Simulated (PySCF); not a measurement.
# C₉H₁₈N₂: magnetic properties

What do calculations give for the magnetic properties of C₉H₁₈N₂ (`C=CN(CC)N1CCCCC1`)?

Computed with PySCF 2.14.0 and routines of our own; the level stands in each step. Atoms count from 0.

## (1) The starting structure

29 atoms, charge 0, multiplicity 1; geometry from: GFN2-xTB.

## (2) Magnetic properties: GIAO BHandHLYP/pcSseg-1

Job settings and geometry (Å):

```
{"job": {"kind": "mag", "xc": "BHandHLYP", "basis": "pcSseg-1", "isotopologues": 0}, "charge": 0, "multiplicity": 1}
C      2.248143     2.700457    -0.393323
C      1.278518     1.804956    -0.555048
N      1.193785     0.540924    -0.015972
C      2.158681     0.112982     0.978393
C      2.107419    -1.395504     1.176527
N     -0.058053    -0.078667     0.098248
C     -0.574962    -0.571764    -1.162829
C     -1.702470    -1.559056    -0.874245
C     -2.803823    -0.867410    -0.076456
C     -2.208727    -0.263616     1.191760
C     -1.060533     0.675303     0.831156
H      3.091835     2.551254     0.254775
H      2.224741     3.624359    -0.941654
H      0.456832     2.031313    -1.223242
H      3.145985     0.398093     0.608618
H      1.992591     0.619979     1.942009
H      2.285114    -1.902967     0.232228
H      1.133020    -1.694274     1.550695
H      2.870530    -1.698407     1.888813
H     -0.960269     0.240324    -1.804712
H      0.244002    -1.064745    -1.690458
H     -1.302219    -2.391695    -0.293921
H     -2.097318    -1.950947    -1.812898
H     -3.248324    -0.073638    -0.681868
H     -3.592023    -1.578627     0.177339
H     -2.969774     0.284337     1.749954
H     -1.825078    -1.063190     1.827451
H     -0.595075     1.071673     1.737257
H     -1.452453     1.526506     0.246588
```

With the program's defaults for keys left out, this is: GIAO BHandHLYP/pcSseg-1 magnetisability, rotational g tensor and spin-rotation constants, non-relativistic, gas phase.

Started as:

```
$ OMP_NUM_THREADS=1 python excited_run.py task.json out
```

The driver reads the jobs from task.json and runs them one after another.

Output:

```text
coarse grid: 23064 points
cycle   1  E = -462.7606997920  dE =  1.882e+00  |g| = 4.652e-01  |ddm| = 4.709e+00
cycle   2  E = -462.7882399971  dE = -2.754e-02  |g| = 3.867e-01  |ddm| = 7.046e-01
cycle   3  E = -462.8207719330  dE = -3.253e-02  |g| = 1.029e-01  |ddm| = 3.681e-01
cycle   4  E = -462.8229834688  dE = -2.212e-03  |g| = 4.399e-02  |ddm| = 1.403e-01
cycle   5  E = -462.8234395366  dE = -4.561e-04  |g| = 4.287e-03  |ddm| = 4.261e-02
cycle   6  E = -462.8234445466  dE = -5.010e-06  |g| = 1.913e-03  |ddm| = 6.381e-03
final grid: 219552 points
cycle   7  E = -462.8835270061  dE = -3.852e-05  |g| = 5.075e-03  |ddm| = 2.680e-02
cycle   8  E = -462.8835279768  dE = -9.707e-07  |g| = 4.780e-03  |ddm| = 9.627e-03
cycle   9  E = -462.8835335733  dE = -5.596e-06  |g| = 4.994e-04  |ddm| = 4.747e-03
cycle  10  E = -462.8835336200  dE = -4.674e-08  |g| = 2.722e-04  |ddm| = 7.118e-04
cycle  11  E = -462.8835336364  dE = -1.636e-08  |g| = 4.813e-05  |ddm| = 2.461e-04
cycle  12  E = -462.8835336369  dE = -5.662e-10  |g| = 1.693e-05  |ddm| = 6.712e-05
converged SCF energy = -462.8835336369

Magnetisability tensor (1e-30 J/T^2)
    -1937.10      -23.59       80.02
      -23.59    -1866.13     -101.97
       80.02     -101.97    -1912.81
isotropic -1905.35   principal values   -2026.69  -1931.95  -1757.40
isotropic susceptibility -114.743 1e-6 cm^3/mol

Inertial axes            a          b          c
rot. const./GHz      1.7412     0.7408     0.6556
chi total          -116.830   -107.102   -120.296
chi diamagnetic    -898.507  -1836.580  -2064.567
chi paramagnetic    781.677   1729.478   1944.270
quadrupole/D A       -0.978      1.028     -0.050
g nuclear            0.6324     0.5951     0.5971
g electronic        -0.6394    -0.6019    -0.5988
g total             -0.0070    -0.0068    -0.0017

Spin-rotation constants (kHz, H = +C I.J)
atom  isotope        aa         bb         cc
  2    14N        0.158      0.070      0.051
  5    14N        0.088      0.057      0.049
 11     1H       -0.049     -0.019     -0.064
 12     1H       -0.147      0.035     -0.073
 13     1H       -0.060      0.008     -0.057
 14     1H        0.034     -0.074     -0.056
 15     1H       -0.180     -0.076      0.023
 16     1H       -0.198     -0.076      0.011
 17     1H        0.015     -0.073     -0.057
 18     1H       -0.131     -0.021     -0.064
 19     1H       -0.189      0.026     -0.066
 20     1H       -0.123     -0.061     -0.010
 21     1H       -0.194      0.023     -0.070
 22     1H       -0.121     -0.082     -0.007
 23     1H       -0.193      0.015     -0.073
 24     1H        0.026     -0.072     -0.070
 25     1H       -0.151     -0.060     -0.016
 26     1H       -0.195      0.018     -0.068
 27     1H       -0.095     -0.083     -0.004
 28     1H       -0.191      0.026     -0.070
  0    13C*       0.399      0.265      0.094
  1    13C*       0.591      0.355      0.126
  3    13C*       0.319      0.127      0.118
  4    13C*       0.250      0.100      0.089
  6    13C*       0.366      0.159      0.119
  7    13C*       0.289      0.116      0.105
  8    13C*       0.295      0.103      0.107
* in the singly substituted isotopologue
```

Run time: 2 min. Hardware: 1 thread of AMD EPYC 7R43, shared host; peak memory 1.4 GiB.

Key values:

```csv
quantity,value
magnetisability,-1905·10⁻³⁰ J/T²
molar susceptibility,-114.7·10⁻⁶ cm³/mol
"rotational g (a, b, c)","-0.0070, -0.0068, -0.0017"
```

The fields below are evaluated on a grid from the run's orbitals.

Frontier orbitals at BHandHLYP/pcSseg-1, with the share of their density that lies nearest to each atom:

```
orbital  energy (eV)                                         lies on
   HOMO        -6.67                       N2 33 %; C0 31 %; C1 11 %
   LUMO         1.97  H15, H27 about 8 % each; C0, C1 about 6 % each
```

ELF in a plane through or near 10 of the atoms.

Ten even steps from ' ' (0.00) to '@' (1.00):
```
                                                        
                                                        
                                                        
          ::++==                                        
        ..@@@@@@==                                      
        ..%%@@@@++....++==    --::    ..++--            
          ==**::**##++##++  --##++  ..@@@@@@++          
      ::%%@@@@--%%##--==..  ::==::  --@@@@@@++          
      ++@@@@@@##--==##**::--++--..  --##%%**--..        
        ++**--    ::****##******....++::::@@@@@@++      
            --##**++%%**++##****    --++**@@@@@@##      
          ##@@@@%%--::--  ##@@##      ..::##@@@@::      
          **@@@@****@@++::  ....    ..                  
                ::**----@@@@==      ..                  
              ..##@@++==@@@@@@..                        
              ##@@@@@@==--++--                          
              ::@@@@%%..                                
                  ....                                  
                                                        
                                                        
```
The map spans 13.0 Å across and 11.4 Å up, centred on the molecule. Atoms in the plane (x, y in Å): C0 (-3.1, 1.8), C3 (-2.1, -1.0), C4 (-1.4, -2.3), N5 (0.1, 0.0), C8 (2.9, 0.3), H11 (-3.9, 1.1), H14 (-3.1, -0.9), H18 (-2.1, -3.1), H23 (3.1, 1.4), H24 (3.9, -0.1).

log10 of the density (e/Å³) in the same plane.

Ten even steps from '0' (-4.0) to '9' (0.9):
```
0000000000000000000000000000
0000000000000000000000000000
0000011110000000000000000000
0000234432211000000000000000
0002356654333222211111000000
0013467876655444433443210000
0023578887776556545665421000
0024678988876566656787532100
0024578777887777667887643200
0013466667898898667998764200
0002345678888898667888864200
0001356889876776556666653200
0001246778876655455544432000
0000134567888754344432210000
0000023468888754322221000000
0000013467766543100000000000
0000002355544321000000000000
0000000133332100000000000000
0000000011110000000000000000
0000000000000000000000000000
```
The map spans 13.0 Å across and 11.4 Å up, centred on the molecule. Atoms in the plane (x, y in Å): C0 (-3.1, 1.8), C3 (-2.1, -1.0), C4 (-1.4, -2.3), N5 (0.1, 0.0), C8 (2.9, 0.3), H11 (-3.9, 1.1), H14 (-3.1, -0.9), H18 (-2.1, -3.1), H23 (3.1, 1.4), H24 (3.9, -0.1).

On the surface of density 0.002 e/bohr³ the electrostatic potential runs, from the 1st to the 99th percentile, from -1.00 V near C0 to 0.67 V near H13.

## (3) Magnetic properties: GIAO B3LYP/MINI in tetrahydrofuran

The job, as its differences from that of step 2:

```diff
@@ -1,2 +1,2 @@
-{"job": {"kind": "mag", "xc": "BHandHLYP", "basis": "pcSseg-1", "isotopologues": 0}, "charge": 0, "multiplicity": 1}
+{"job": {"kind": "mag", "xc": "B3LYP", "basis": "MINI", "scf": {"conv": 1e-08}, "solvent": "tetrahydrofuran"}, "charge": 0, "multiplicity": 1}
 C      2.248143     2.700457    -0.393323
```

With the program's defaults for keys left out, this is: GIAO B3LYP/MINI magnetisability, non-relativistic, IEF-PCM tetrahydrofuran.

Output:

```text
final grid: 219552 points
cycle   1  E = -459.4460240677  dE =  1.919e+00  |g| = 2.638e-01  |ddm| = 8.009e+00
cycle   2  E = -459.4381022531  dE =  7.922e-03  |g| = 3.216e-01  |ddm| = 1.009e+00
cycle   3  E = -459.4709073222  dE = -3.281e-02  |g| = 6.651e-02  |ddm| = 5.929e-01
cycle   4  E = -459.4723265415  dE = -1.419e-03  |g| = 1.792e-02  |ddm| = 1.416e-01
cycle   5  E = -459.4724238596  dE = -9.732e-05  |g| = 4.077e-03  |ddm| = 3.352e-02
cycle   6  E = -459.4724293875  dE = -5.528e-06  |g| = 8.779e-04  |ddm| = 8.308e-03
cycle   7  E = -459.4724296092  dE = -2.217e-07  |g| = 2.254e-04  |ddm| = 1.661e-03
cycle   8  E = -459.4724296269  dE = -1.770e-08  |g| = 3.711e-05  |ddm| = 4.361e-04
cycle   9  E = -459.4724296272  dE = -3.440e-10  |g| = 1.268e-05  |ddm| = 7.036e-05
converged SCF energy = -459.4724296272

Magnetisability tensor (1e-30 J/T^2)
    -2236.15      -37.20       72.59
      -37.20    -2174.94      -85.66
       72.59      -85.66    -2200.96
isotropic -2204.02   principal values   -2300.85  -2244.49  -2066.71
isotropic susceptibility -132.729 1e-6 cm^3/mol

Inertial axes            a          b          c
rot. const./GHz      1.7412     0.7408     0.6556
chi total          -135.588   -125.663   -136.936
chi diamagnetic    -918.226  -1858.093  -2085.917
chi paramagnetic    782.637   1732.430   1948.981
quadrupole/D A       -2.917      2.136      0.782
```

Wall time 23 s (1 thread of AMD EPYC 7R43, shared host); peak memory 1.2 GiB.

From this job:

```
            quantity                value
     magnetisability     -2204·10⁻³⁰ J/T²
molar susceptibility  -132.7·10⁻⁶ cm³/mol
```

## (4) Outcome

| quantity | value |
| --- | --- |
| magnetisability (step 2, GIAO BHandHLYP/pcSseg-1) | -1905·10⁻³⁰ J/T² |
| molar susceptibility (step 2, GIAO BHandHLYP/pcSseg-1) | -114.7·10⁻⁶ cm³/mol |
| rotational g (a, b, c) (step 2, GIAO BHandHLYP/pcSseg-1) | -0.0070, -0.0068, -0.0017 |
| surface potential, 1st and 99th percentile | -1.00 V and 0.67 V |

**Reading.** The values above hold for this geometry and these levels alone. Vibrational averaging and real surroundings are missing from these values.
